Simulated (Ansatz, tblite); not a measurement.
# The cluster H12W5O21: rung by rung

An exercise on one series of results from a longer session: the logs are not shown, and one member is left open.

Computed with Ansatz 0.2.0, Gaussian basis. Level: as each input shows.

Plan: GFN1-xTB, GFN2-xTB, PBE-D4/def2-TZVP, r2SCAN-D4/def2-TZVP, revPBE-D4/def2-TZVP, r2SCANh-D4/def2-TZVP, LDA/def2-TZVP, PBE+5HF/def2-SVP, PBE+10HF/def2-SVP, PBE+15HF/def2-SVP, PBE+35HF/def2-SVP, PBE+50HF/def2-SVP, PBE-D4/def2-SVP, PBE0-D4/def2-SVP, MP2/def2-SVP, RPA/def2-SVP.

**The geometry**

The singlet was relaxed beforehand with PBE-D4/def2-SVP.

38 atoms, charge 0, spin multiplicity 1.

Bond lengths: W1–O10 1.918 Å, W1–O19 2.027 Å, W1–O23 1.761 Å, W1–O25 1.752 Å, W1–O26 2.000 Å, W2–O6 1.905 Å, W2–O7 1.887 Å, W2–O10 1.925 Å, W2–O13 1.857 Å, W2–O14 1.879 Å, W2–O15 2.291 Å, W3–O8 1.918 Å, W3–O9 1.754 Å, W3–O16 2.141 Å, W3–O18 2.196 Å, W3–O19 1.902 Å, W3–O20 1.885 Å, W4–O11 1.766 Å and more. Angles: O10–W1–O19 80.5°, O10–W1–O23 93.5°, O10–W1–O25 98.3°, O10–W1–O26 158.8°, O19–W1–O23 142.2°, O19–W1–O25 111.6°, O19–W1–O26 81.5°, O23–W1–O25 106.2°, O23–W1–O26 93.9°, O25–W1–O26 98.6°, O6–W2–O7 95.4°, O6–W2–O10 82.3°, O6–W2–O13 164.3°, O6–W2–O14 93.3°, O6–W2–O15 85.6°, O7–W2–O10 157.4°, O7–W2–O13 96.5°, O7–W2–O14 98.4° and more.

As a file:

```
W     0.9806   -0.1898    0.3447
W    -2.0514   -2.2295   -0.0084
W    -1.5759    2.5565    0.3047
W     3.1748   -3.1931   -0.0806
W     1.6225    3.2023   -0.1017
O    -2.7721   -0.7329    0.9246
O    -3.5279   -2.4451   -1.1630
O    -2.0169    4.3659   -0.1555
O    -2.3169    1.7323   -1.0552
O    -0.3891   -1.5018    0.6329
O     1.4807   -3.6693   -0.2294
O     3.8621   -3.2282    1.7052
O    -0.9227   -3.4122   -0.8892
O    -2.5674   -3.4478    1.3256
O    -1.6379   -0.7476   -1.7061
O     0.0068    3.4275    1.4532
O     2.0516    4.8346    0.8455
O     0.0911    2.9996   -1.0547
O    -0.5614    1.0344    0.8251
O    -2.8821    2.4499    1.6594
O     3.6099   -1.8343   -1.3217
O     4.0631   -4.5126   -0.7353
O     2.2399   -1.1890    1.0636
O     2.7974    3.4485   -1.3394
O     1.1446   -0.3714   -1.3899
O     2.0115    1.5092    0.5672
H    -2.1637   -0.0705    1.3316
H    -3.5925   -2.0423   -2.0501
H    -1.6640    4.8150   -0.9455
H    -1.9578    0.2031   -1.5388
H     4.5030   -3.9317    1.9219
H     0.0974   -3.5597   -0.6939
H    -2.2856   -4.3830    1.2903
H    -0.6806   -0.6577   -1.9488
H    -0.0905    4.3572    1.7389
H     2.8257    5.3155    0.4912
H    -3.8321    2.2617    1.5489
H     2.9257   -1.1637   -1.5675
```

W takes a core potential in the def2 sets. No spin-orbit coupling is included.

PBE0-D4/def2-TZVP was run before; its log isn't repeated, and its numbers join the tables.

The first run:

Tight binding, by tblite at 300 K electronic temperature and without a spin-polarisation term:

```python
tblite.interface.Calculator('GFN1-xTB', numbers, positions, charge=0, uhf=0).singlepoint()
```

Tight binding, by tblite at 300 K electronic temperature and without a spin-polarisation term:

```python
tblite.interface.Calculator('GFN2-xTB', numbers, positions, charge=0, uhf=0).singlepoint()
```

start.molden holds the orbitals of an earlier run on this state, given as this run's starting guess.

File in.yaml:

```yaml
crystal:
  periodic: [false, false, false]
  atoms:
    - {symbol: W, position_ang: [0.980609, -0.189775, 0.344700]}
    - {symbol: W, position_ang: [-2.051353, -2.229495, -0.008372]}
    - {symbol: W, position_ang: [-1.575894, 2.556491, 0.304727]}
    - {symbol: W, position_ang: [3.174791, -3.193082, -0.080553]}
    - {symbol: W, position_ang: [1.622473, 3.202349, -0.101740]}
    - {symbol: O, position_ang: [-2.772143, -0.732866, 0.924628]}
    - {symbol: O, position_ang: [-3.527913, -2.445131, -1.162958]}
    - {symbol: O, position_ang: [-2.016910, 4.365859, -0.155476]}
    - {symbol: O, position_ang: [-2.316883, 1.732322, -1.055229]}
    - {symbol: O, position_ang: [-0.389057, -1.501783, 0.632941]}
    - {symbol: O, position_ang: [1.480652, -3.669306, -0.229443]}
    - {symbol: O, position_ang: [3.862087, -3.228218, 1.705200]}
    - {symbol: O, position_ang: [-0.922691, -3.412242, -0.889195]}
    - {symbol: O, position_ang: [-2.567381, -3.447795, 1.325562]}
    - {symbol: O, position_ang: [-1.637868, -0.747572, -1.706127]}
    - {symbol: O, position_ang: [0.006780, 3.427496, 1.453177]}
    - {symbol: O, position_ang: [2.051630, 4.834631, 0.845545]}
    - {symbol: O, position_ang: [0.091074, 2.999600, -1.054720]}
    - {symbol: O, position_ang: [-0.561434, 1.034411, 0.825136]}
    - {symbol: O, position_ang: [-2.882123, 2.449868, 1.659436]}
    - {symbol: O, position_ang: [3.609889, -1.834261, -1.321707]}
    - {symbol: O, position_ang: [4.063122, -4.512611, -0.735261]}
    - {symbol: O, position_ang: [2.239903, -1.188952, 1.063607]}
    - {symbol: O, position_ang: [2.797414, 3.448475, -1.339434]}
    - {symbol: O, position_ang: [1.144638, -0.371407, -1.389854]}
    - {symbol: O, position_ang: [2.011533, 1.509191, 0.567211]}
    - {symbol: H, position_ang: [-2.163660, -0.070511, 1.331557]}
    - {symbol: H, position_ang: [-3.592511, -2.042300, -2.050054]}
    - {symbol: H, position_ang: [-1.663983, 4.815035, -0.945450]}
    - {symbol: H, position_ang: [-1.957796, 0.203089, -1.538822]}
    - {symbol: H, position_ang: [4.503025, -3.931698, 1.921939]}
    - {symbol: H, position_ang: [0.097426, -3.559678, -0.693866]}
    - {symbol: H, position_ang: [-2.285563, -4.383039, 1.290311]}
    - {symbol: H, position_ang: [-0.680639, -0.657721, -1.948794]}
    - {symbol: H, position_ang: [-0.090486, 4.357170, 1.738852]}
    - {symbol: H, position_ang: [2.825670, 5.315478, 0.491165]}
    - {symbol: H, position_ang: [-3.832115, 2.261676, 1.548888]}
    - {symbol: H, position_ang: [2.925677, -1.163708, -1.567505]}
basis:
  gaussian: {orbitals: def2-TZVP, fitting: {mean_field: def2-universal-jkfit}, initial_orbitals: start.molden}
hamiltonian: {xc: pbe, dispersion: d4}
scf: {omitted_lower_state_checks: [starts]}
output: {orbitals: {seedname: orbitals}}
```

On the command line:

```console
$ ansatz run in.yaml --threads 2 --pin off --events-out ev --progress --plain --max-ram 32768MiB --backend cuda --devices 0, --max-vram 18GiB
```

Steps of the session up to this table: PBE-D4/def2-TZVP; r2SCAN-D4/def2-TZVP; revPBE-D4/def2-TZVP; r2SCANh-D4/def2-TZVP; LDA/def2-TZVP; PBE+5HF/def2-SVP; PBE+10HF/def2-SVP; PBE+15HF/def2-SVP; PBE+35HF/def2-SVP; PBE+50HF/def2-SVP; PBE-D4/def2-SVP; PBE0-D4/def2-SVP; MP2/def2-SVP; RPA/def2-SVP.

One of the session's tables, all rows but one given; the rest of the session is left out.

It belongs to the step «Levels side by side». 

```
               level  HOMO (eV)  LUMO (eV)  gap (eV)
       LDA/def2-TZVP      -7.43      -4.17      3.26
     PBE-D4/def2-SVP      -7.11      -3.88      3.23
    PBE-D4/def2-TZVP      -7.16      -3.90      3.26
 revPBE-D4/def2-TZVP      -7.06      -3.79      3.27
 r2SCAN-D4/def2-TZVP      -7.52      -3.91      3.61
r2SCANh-D4/def2-TZVP      -8.11      -3.68      4.43
    PBE0-D4/def2-SVP          ?          ?         ?
   PBE0-D4/def2-TZVP      -8.72      -3.31      5.42
    PBE+5HF/def2-SVP      -7.43      -3.78      3.65
   PBE+10HF/def2-SVP      -7.76      -3.68      4.07
   PBE+15HF/def2-SVP      -8.09      -3.59      4.50
   PBE+35HF/def2-SVP      -9.41      -3.16      6.26
   PBE+50HF/def2-SVP     -10.43      -2.80      7.62
```

Estimate the missing values for PBE0-D4/def2-SVP.

The run gave: HOMO (eV): -8.75; LUMO (eV): -3.38; gap (eV): 5.37. In the column «HOMO (eV)» it lies between PBE+35HF/def2-SVP (-9.41) and PBE0-D4/def2-TZVP (-8.72).
